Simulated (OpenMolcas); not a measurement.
# W⁴⁺ among point charges: CASSCF and CASPT2 levels and susceptibility

Aim: the splitting of the states of W⁴⁺ in the field of 3 point charges, its lowest levels with spin-orbit coupling and its magnetic susceptibility.

Method: state-averaged CASSCF and CASPT2, spin-orbit coupling by RASSI with atomic mean-field integrals. Code: OpenMolcas 26.06.

## 1. Starting point

| Quantity | Value |
| --- | --- |
| Species | W⁴⁺ (tungsten, Z = 74, 70 electrons) |
| Basis | ANO-RCC-VTZP [8s7p5d3f2g1h], 104 functions |
| Scalar Hamiltonian | DKH2, point nucleus |
| Inactive shells | 1s 2s 2p 3s 3p 3d 4s 4p 4d 4f 5s 5p |
| Active space | 2 electrons in 5 orbitals (5d) |
| Some configurations of this space | 5d² |
| Orbitals | optimised for each spin and parity, averaged over all roots |

Outer shells as boxes (Hund's rule):

5d2
```
5d [↑ ][↑ ][  ][  ][  ]
```

The ion sits among 3 point charges of -3 e arranged as a planar triangle (D3h), 2.18 Å from the ion.

The work runs as a chain of OpenMolcas steps in one folder; each step below is one input file. Labels, J, g values, rates, χT and fits are worked out afterwards by a script from the matrices that RASSI stores.

## 2. GATEWAY and SEWARD: basis and integrals

a.inp

```
&GATEWAY
Coord
1

W 0.0 0.0 0.0
Basis=ANO-RCC-VTZP
Group=NoSym
NoMove
AngMom=0.0 0.0 0.0
AMFI
XField
3 Angstrom 0
2.180000 0.000000 0.000000 -3.000000
-1.090000 1.887935 0.000000 -3.000000
-1.090000 -1.887935 0.000000 -3.000000
&SEWARD
```

## 3. CASSCF: triplets, 10 roots

a.inp

```
&RASSCF
FileOrb=start.orb
Symmetry=1
Spin=3
nActEl=2 0 0
Inactive=34
Ras2=5
CIRoot=10 10 1
SDav=10
CIMx=300
Iter=120 100
PrWF=0.3
OrbListing=Nothing
MaxOrb=0
>>> COPY $Project.JobIph JOB001
```

start.orb holds the contracted functions of the basis, ordered by shell, or the orbitals of the step before.

## 4. CASSCF: singlets, 15 roots

a.inp

```
&RASSCF
FileOrb=start.orb
Symmetry=1
Spin=1
nActEl=2 0 0
Inactive=34
Ras2=5
CIRoot=15 15 1
SDav=15
CIMx=300
Iter=120 100
PrWF=0.3
OrbListing=Nothing
MaxOrb=0
>>> COPY $Project.JobIph JOB002
```

## 5. RASSI: spin-orbit coupling between the states

a.inp

```
&RASSI
NrOfJobIphs=2 10 15
1 2 3 4 5 6 7 8 9 10
1 2 3 4 5 6 7 8 9 10 11 12 13 14 15
IphNames
JOB001
JOB002
EJob
SpinOrbit
DIPRint=1.0
SOCoupling=1000.0
Subsets=2
Property=9
'ANGMOM' 1 'ANGMOM' 2 'ANGMOM' 3 'MLTPL  1' 1 'MLTPL  1' 2 'MLTPL  1' 3
'AMFI' 1 'AMFI' 2 'AMFI' 3
SOProperty=3
'ANGMOM' 1 'ANGMOM' 2 'ANGMOM' 3
```

## 6. CASPT2: IPEA 0.25, imaginary shift 0.1 (closed shells correlated: 4f 5s 5p)

a.inp

```
>>> COPY JOB001 $Project.JobIph
&CASPT2
Multistate=10 1 2 3 4 5 6 7 8 9 10
NoMult
Frozen=23
IPEA=0.25
Imaginary=0.1
MaxIter=60
WThr=0.0 0.3 0.05
PrWF=0.5
NoMix
>>> COPY JOB002 $Project.JobIph
&CASPT2
Multistate=15 1 2 3 4 5 6 7 8 9 10 11 12 13 14 15
NoMult
Frozen=23
IPEA=0.25
Imaginary=0.1
MaxIter=60
WThr=0.0 0.3 0.05
PrWF=0.5
NoMix
```

(Steps that only read results are left out.)

What does the calculation give? Wanted: spin-free ground state; first state of the same spin within the active space; lowest level; next level.

**Answer**, as computed:

| quantity | value |
| --- | --- |
| method | SS-CASPT2, IPEA 0.25, imaginary shift 0.1 (closed shells correlated: 4f 5s 5p) |
| spin-free ground state | 3E, 2-fold in its orbital part |
| first state of the same spin within the active space | 3A2 at 6790 cm⁻¹ |
| lowest level | 1-fold A1 |
| next level | 3387.5 cm⁻¹ |
| χT at 300 K | 0.04 cm³ K/mol |
| effective moment at 300 K | 0.53 μB |

Cost by method:

| method | time of its own steps | time with the reference |
| --- | --- | --- |
| A. CASSCF | 12 s | 12 s |
| B. SS-CASPT2, IPEA 0.25, imaginary shift 0.1, +4f 5s 5p | 30 s | 42 s |

Times are of one thread on a shared host.

In words: The spin-free ground state (3E) comes to 58 % from free-ion F terms and keeps the highest spin of the shell. χT at 300 K is 0.04, against 1.00 cm³ K/mol for the spin alone, so spin-orbit coupling lowers it. CASPT2 does not keep the components of a term degenerate, and the means are used. The field of point charges can differ much from that of real complexes. Point charges carry no covalency, so the field is a model and not that of real ligands.
